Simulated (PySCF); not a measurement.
# C4H8BF: the cost of one run

Programs: PySCF 2.14.0, with density-fitted response routines of our own. Each step states its level of theory. These are calculated values for one molecule in the gas phase, unless marked as measured. Atoms are numbered from 0 throughout.

## (1) The molecule as given

14 atoms, charge 0, multiplicity 1; geometry from: GFN2-xTB. The atoms were then displaced at random by about 0.01 Å, so the start is not that level's minimum.

Bonds of the start (Å): C0–C1 1.37, C1–C2 1.50, C1–B3 1.53, B3–C4 1.60, B3–F5 1.33, C0–H6 1.06, C0–H7 1.08, C2–H8 1.11, C2–H9 1.07, C2–H10 1.10, C4–H11 1.08, C4–H12 1.10, C4–H13 1.11.

## (2) Geometry optimisation at PBE0-D3(BJ)/def2-SVP

What the job is given:

```
{"job": {"xc": "PBE0", "basis": "def2-SVP", "d3": "d3bj", "grid": 1, "shake": 0.01, "kind": "geom"}, "charge": 0, "multiplicity": 1}
C      1.676800    -1.264130    -0.153360
C      0.685320    -0.321260    -0.175480
C      1.012570     1.131800    -0.381250
B     -0.773740    -0.730670     0.010630
C     -2.019580     0.276500     0.003030
F     -1.075740    -2.019910     0.180300
H      1.439880    -2.283990    -0.015400
H      2.714540    -0.983210    -0.289430
H      0.692660     1.724350     0.500310
H      0.524310     1.517350    -1.245980
H      2.095600     1.271630    -0.483060
H     -2.966700    -0.211550     0.168540
H     -2.094370     0.843490    -0.934170
H     -1.918710     1.034520     0.802600
```

Run with:

```sh
$ OMP_NUM_THREADS=1 python probes_run.py task.json out
```

The driver reads the jobs from task.json and runs them one after another.

Q: Estimate the wall time and peak memory of this first job on 1 thread of Arm Neoverse N1, shared host.

About 72 s, with a peak of 0.49 GiB.
